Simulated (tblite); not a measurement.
# CH7F2GeSi2: the cost of one run

Programs: tblite 0.8.0 and PySCF 2.14.0, with density-fitted response routines of our own. Each step states its level of theory. These are calculated values for one molecule in the gas phase, unless marked as measured. Atoms count from 0, in the outputs and in this text.

## 1. Starting geometry

13 atoms, charge 0, multiplicity 2; geometry from: force field or distance geometry start.

Bonds of the start (Å): F0–C1 1.37, C1–F2 1.37, C1–Si3 1.87, Si3–Ge4 2.31, Ge4–Si5 2.31, C1–H6 1.11, Si3–H7 1.48, Ge4–H8 1.55, Ge4–H9 1.55, Si5–H10 1.47, Si5–H11 1.47, Si5–H12 1.47.

## 2. Relaxing the molecule with GFN2-xTB

The job: settings as JSON, then the geometry in Å.

```
{"job": {"kind": "relax", "xc": "GFN2-xTB", "basis": "xTB"}, "charge": 0, "multiplicity": 2}
F     -2.138700     0.967800    -1.371700
C     -2.118400     0.576400    -0.058300
F     -3.391000     0.522800     0.455400
Si    -1.339600    -1.114500     0.063300
Ge     0.819100    -1.028900    -0.742100
Si     1.985700     0.587000     0.417400
H     -1.511900     1.298100     0.536700
H     -1.294900    -1.532800     1.485800
H      1.513200    -2.407700    -0.569100
H      0.779500    -0.650200    -2.247700
H      2.012100     0.230800     1.844900
H      3.362100     0.663200    -0.092800
H      1.318400     1.888400     0.260600
```

Launch:

```sh
$ OMP_NUM_THREADS=1 python probes_run.py task.json out
```

One launch serves the whole session: the jobs run in the order shown.

Q: Estimate the wall time and peak memory of this first job on 1 thread of Arm Neoverse V1, shared host.

About 1.4 s, with a peak of 0.18 GiB.
